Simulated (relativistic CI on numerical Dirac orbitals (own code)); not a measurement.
# W⁴⁺ (5d2) in crystal fields: levels and magnetism

How does a crystal field split the 5d2 shell of W⁴⁺, and what follows for the ground state and χT? 6 fields tried.

Method: Dirac-Coulomb-Breit CI, KLI orbitals optimised for each configuration, model QED (radiative potential, 1s self-energy scaled to tabulated hydrogen-like ionisation energies), valence Slater integrals scaled by 0.75, one configuration in a parametric crystal field. Code: relativistic CI on numerical Dirac orbitals (own code) version 1.

## Step 1: What is computed

* ion: W⁴⁺ (W V)
* nuclear charge: 74
* electrons: 70
* open shell: 5d2
* Slater scale: 0.75
* field 1 (cm⁻¹): Oh, 10Dq = 59750
* field 2 (cm⁻¹): D4h, 10Dq = 43850, Ds = -1220, Dt = 1170
* field 3 (cm⁻¹): Oh, 10Dq = 61300
* field 4 (cm⁻¹): D3d, 10Dq = 35600, Dsigma = -280, Dtau = 410
* field 5 (cm⁻¹): Oh, 10Dq = 49950
* field 6 (cm⁻¹): Oh, 10Dq = 51500

The outer shells:

[Xe] 4f14 5d2
```
[Xe] core
4f [↑↓][↑↓][↑↓][↑↓][↑↓][↑↓][↑↓]
5d [↑ ][↑ ][  ][  ][  ]
```

## Step 2: Field 1: Oh, 10Dq = 59750

Input settings:

```ini
atom W  Z=74  charge=4  electrons=70
nucleus A=184  rms_radius_fm=5.3658
hamiltonian dirac-coulomb  breit=on  qed=on  c_scale=1
orbitals kli  potential=per-configuration
slater_scale 0.75
correlation none
mixing on
configurations
  [Xe] 4f14 5d2
end
crystal_field Oh 10Dq=59750
```

## Step 3: Field 2: D4h, 10Dq = 43850, Ds = -1220, Dt = 1170

Settings: those of step 2 with these lines changed.

```diff
@@ -10,2 +10,2 @@
 end
-crystal_field Oh 10Dq=59750
+crystal_field D4h 10Dq=43850 Ds=-1220 Dt=1170
```

## Step 4: Field 3: Oh, 10Dq = 61300

Settings: those of step 3 with these lines changed.

```diff
@@ -10,2 +10,2 @@
 end
-crystal_field D4h 10Dq=43850 Ds=-1220 Dt=1170
+crystal_field Oh 10Dq=61300
```

## Step 5: Field 4: D3d, 10Dq = 35600, Dsigma = -280, Dtau = 410

Settings: those of step 4 with these lines changed.

```diff
@@ -10,2 +10,2 @@
 end
-crystal_field Oh 10Dq=61300
+crystal_field D3d 10Dq=35600 Dsigma=-280 Dtau=410
```

## Step 6: Field 5: Oh, 10Dq = 49950

Settings: those of step 5 with these lines changed.

```diff
@@ -10,2 +10,2 @@
 end
-crystal_field D3d 10Dq=35600 Dsigma=-280 Dtau=410
+crystal_field Oh 10Dq=49950
```

## Step 7: Field 6: Oh, 10Dq = 51500

Settings: those of step 6 with these lines changed.

```diff
@@ -10,2 +10,2 @@
 end
-crystal_field Oh 10Dq=49950
+crystal_field Oh 10Dq=51500
```

(Steps that only read results are left out.)

Before running it: what results should come out? Wanted: ground spin.

**Answer**, as computed:

| field | ground state | degeneracy | S | J | first gap (cm⁻¹) | stabilisation (cm⁻¹) | χT at 2 K | χT at 300 K |
| --- | --- | --- | --- | --- | --- | --- | --- | --- |
| 1: Oh | E | 2 | 0.97 | 2.64 | 130 | -41563 | 0.002 | 0.147 |
| 2: D4h | B1 | 1 | 0.99 | 2.55 | 178 | -26681 | 0.001 | 0.138 |
| 3: Oh | E | 2 | 0.97 | 2.64 | 126 | -42784 | 0.002 | 0.149 |
| 4: D3d | E | 2 | 0.98 | 2.62 | 813 | -24682 | 0.036 | 0.130 |
| 5: Oh | E | 2 | 0.97 | 2.62 | 159 | -33869 | 0.001 | 0.135 |
| 6: Oh | E | 2 | 0.97 | 2.63 | 154 | -35083 | 0.001 | 0.137 |

χT is in cm³ K/mol; stabilisation counts from the free ion's lowest level; S and J come from the expectation values of their squares.

| quantity | value |
| --- | --- |
| ground spin (effective S from ⟨S²⟩) | 1: 0.97, 2: 0.99, 3: 0.97, 4: 0.98, 5: 0.97, 6: 0.97 |
| χT at 300 K | 0.13 to 0.15 cm³ K/mol |

In words: All fields leave the ground state at S = 1. Field 2 leaves a non-degenerate ground state well apart, so χT falls towards zero on cooling. The field is a set of parameters, without covalency or charge transfer.
